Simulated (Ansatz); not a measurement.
A run of Ansatz 0.2.0 is set up as follows.

File input.yaml:

```yaml
crystal:
  lattice:
    - [-2.300904, 2.300904, 5.516494]
    - [2.300904, -2.300904, 5.516494]
    - [2.300904, 2.300904, -5.516494]
  atoms:
    - { symbol: Te, position: [0.0, 0.0, 0.0] }
    - { symbol: Sn, position: [0.5, 0.5, 0.0] }
    - { symbol: Sn, position: [0.25, 0.75, 0.5] }
    - { symbol: Sn, position: [0.75, 0.25, 0.5] }
hamiltonian:
  xc: pbesol
  pseudopotentials: { kind: paw }
kpoints:
  mp_grid: { grid: [8, 8, 8] }
scf:
  occupations: { method: fermi_dirac, width: 0.05 }
output:
  forces: true
  stress: true
  eigenvalues: true
  write_density: true
  write_potential: true
  elf: true
  volumetric_format: npy
```

Potentials or basis: Ansatz PAW.

The run is started by

```bash
$ ansatz run input.yaml --threads 2 --pin off --max-ram 5632MiB --backend cpu --events-out ev --progress --plain --runs-dir out
```

Question: What does it give for the band gap on the k mesh?

Answer: None (metal or under the smearing width).

Question: What does it give for the pressure?

Answer: -3.0 GPa.

Stress tensor (GPa, compression positive):
```
-3.01  0.00  0.00
 0.00 -3.01  0.00
 0.00  0.00 -3.12
```

Caveat: the PAW data sets come from PBE, with cores solved anew for the run's functional, which leaves a small shift of forces and pressure. The run has no spin-orbit coupling, so splittings on Te are missing.
